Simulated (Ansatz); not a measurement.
# Tl12H: the cost of one run

All numbers below are computed with Ansatz 0.2.0 (DFT PBEsol, plane waves, PAW, scalar-relativistic, no spin polarisation).

### 1 The starting structure

The cell holds 13 atoms (HTl12): a = 6.920 Å, b = 10.380 Å, c = 5.533 Å, α = 90.00°, β = 90.00°, γ = 120.00°.

Coordinates:

```
CELL_PARAMETERS angstrom
6.92000 0.00000 0.00000
-5.19000 8.98934 0.00000
0.00000 0.00000 5.53254
ATOMIC_POSITIONS crystal
Tl 0.00000 0.00000 0.00000
Tl 0.16667 0.22222 0.50000
Tl 0.00000 0.33333 0.00000
Tl 0.16667 0.55556 0.50000
Tl 0.00000 0.66667 0.00000
Tl 0.16667 0.88889 0.50000
Tl 0.50000 0.00000 0.00000
Tl 0.66667 0.22222 0.50000
Tl 0.50000 0.33333 0.00000
Tl 0.66667 0.55556 0.50000
Tl 0.50000 0.66667 0.00000
Tl 0.66667 0.88889 0.50000
H 0.33647 0.11339 0.73923
```

### 2 Preparing the start

input.yaml

```yaml
crystal:
  lattice:
    - [6.92, 0.0, 0.0]
    - [-5.19, 8.989344, 0.0]
    - [0.0, 0.0, 5.53254]
  atoms:
    - { symbol: Tl, position: [0.0, 0.0, 0.0] }
    - { symbol: Tl, position: [0.1666667, 0.2222222, 0.5] }
    - { symbol: Tl, position: [0.0, 0.3333333, 0.0] }
    - { symbol: Tl, position: [0.1666667, 0.5555556, 0.5] }
    - { symbol: Tl, position: [0.0, 0.6666667, 0.0] }
    - { symbol: Tl, position: [0.1666667, 0.8888889, 0.5] }
    - { symbol: Tl, position: [0.5, 0.0, 0.0] }
    - { symbol: Tl, position: [0.6666667, 0.2222222, 0.5] }
    - { symbol: Tl, position: [0.5, 0.3333333, 0.0] }
    - { symbol: Tl, position: [0.6666667, 0.5555556, 0.5] }
    - { symbol: Tl, position: [0.5, 0.6666667, 0.0] }
    - { symbol: Tl, position: [0.6666667, 0.8888889, 0.5] }
    - { symbol: H, position: [0.3364679, 0.1133875, 0.7392333] }
basis:
  ecutwfc: 420.0
kpoints:
  mp_grid: { grid: [3, 2, 3] }
hamiltonian:
  xc: pbesol
scf:
  occupations: { method: fermi_dirac, width: 0.15 }
  lower_state_search: "off"
relax:
  f_tol: 0.08
  max_steps: 25
  adjacent_minimum: "off"
```

The run is started by

```sh
$ ansatz run input.yaml --threads 4 --pin off --max-ram 10240MiB --backend cpu --events-out ev --progress --plain --runs-dir out
```

**Question.** How long does this run take on 4 threads of Intel Xeon Platinum 8375C at 2.90GHz (Ice Lake), shared host, and how much memory does it need?

About 32 s, with a peak of 1 GiB.
